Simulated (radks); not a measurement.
# The Coulomb parameter U of the 3d shell of Ni⁺

Aim: U as the second difference [E(n + 0.5) + E(n − 0.5) − 2E(n)]/0.5², with all orbitals relaxed. Bare: the atom's charge changes with n. Screened: the 4p shell takes up the change. The start is a model configuration, not necessarily the ground state.

Method: scalar-relativistic Kohn-Sham, LDA (Slater exchange, Perdew-Wang correlation), spin-unpolarised, spherical densities, finite nucleus. Code: radks (a radial shooting solver on a logarithmic mesh, Libxc functionals) version 1.

## Step 1: The atom as given

| Property | Result |
| --- | --- |
| element | nickel (Z = 28) |
| charge | +1 |
| electrons | 27 |
| configuration | [Ar] 3d8 4p1 |
| nuclear rms radius | 3.7757 fm |

Outer shells as boxes (Hund's rule):

Ni⁺
```
[Ar] core
3d [↑↓][↑↓][↑↓][↑ ][↑ ]
4p [↑ ][  ][  ]
```

## Step 2: Start: [Ar] 3d8 4p1

The run's settings:

```text
Z 28
configuration [Ar] 3d8 4p1
relativity scalar-relativistic
functional lda,pw
spin unpolarised
nucleus finite rms 3.7757 fm
c 137.035999084
```

## Step 3: Bare +0.5: [Ar] 3d8.5 4p1

Changes since step 2:

```diff
@@ -1,3 +1,3 @@
 Z 28
-configuration [Ar] 3d8 4p1
+configuration [Ar] 3d8.5 4p1
 relativity scalar-relativistic
```

## Step 4: Bare -0.5: [Ar] 3d7.5 4p1

Changes since step 3:

```diff
@@ -1,3 +1,3 @@
 Z 28
-configuration [Ar] 3d8.5 4p1
+configuration [Ar] 3d7.5 4p1
 relativity scalar-relativistic
```

## Step 5: Screened +0.5: [Ar] 3d8.5 4p0.5

Changes since step 4:

```diff
@@ -1,3 +1,3 @@
 Z 28
-configuration [Ar] 3d7.5 4p1
+configuration [Ar] 3d8.5 4p0.5
 relativity scalar-relativistic
```

## Step 6: Screened -0.5: [Ar] 3d7.5 4p1.5

The run's settings:

```text
Z 28
configuration [Ar] 3d7.5 4p1.5
relativity scalar-relativistic
functional lda,pw
spin unpolarised
nucleus finite rms 3.7757 fm
c 137.035999084
```

Before running it: what results should come out?

The runs gave:

```csv
quantity,value (eV)
"U, bare",15.122
"U, screened by 4p",5.168
"F0(3d,3d), frozen orbitals",25.946
```

Relaxing the orbitals brings U down to 58 % of the Slater integral F0. Letting 4p compensate leaves 34 % of the bare value; this second difference measures U(3d,3d) + U(4p,4p) − 2U(3d,4p). A solid screens further than the bare atom, so the bare value is an upper guide for the U of a crystal.
